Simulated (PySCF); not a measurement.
# Cl2La (La(Cl)2+): the cost of one run

Method: PBE0, La def2-SVP with ECP46, Cl def2-SVP; scalar-relativistic core potentials, no spin–orbit coupling; program: PySCF 2.14.0.

1 further run of the same task is left out (for a known fault of the program).

## 1. Where the work starts

3 atoms, charge 1, spin multiplicity 1.

Bond lengths: La1–Cl2 2.507 Å, La1–Cl3 2.507 Å. Angles: Cl2–La1–Cl3 108.2°.

As a file:

```xyz
3

La    0.0000    0.0000   -0.6115
Cl    2.0309    0.0000    0.8578
Cl   -2.0309    0.0000    0.8578
```

Formal oxidation states: La +3. An earlier session relaxed this geometry at PBE0, La def2-SVP with ECP46, Cl def2-SVP (singlet, point group C2v).

Its energy there is -951.310227 Eh.

## 2. One electron removed, multiplicity 2

Contents of run.py (the lines that set the calculation):

```python
mol = gto.M(atom='''
La     0.00000     0.00000    -0.61146
Cl     2.03087     0.00000     0.85781
Cl    -2.03087     0.00000     0.85781''',
    basis={'La': 'def2-SVP', 'Cl': 'def2-SVP'},
    ecp={'La': 'def2-SVP'},
    charge=2, spin=1)
mf = dft.UKS(mol, xc='PBE0')
mf.grids.atom_grid = (50, 194)  # f atoms: unpruned, at least (60, 302)
mf = mf.density_fit()  # fitting sets: La def2-universal-JKFIT, Cl def2-universal-JKFIT
mf.conv_tol = 1e-08; mf.max_cycle = 55
mf.kernel(dm0)  # dm0: the density of the relaxed state
```

Started as:

```
> OMP_NUM_THREADS=2 python run.py
```

**Question.** How long does this run take on 2 threads of Arm Neoverse V1, shared host?

About 1.1 s.
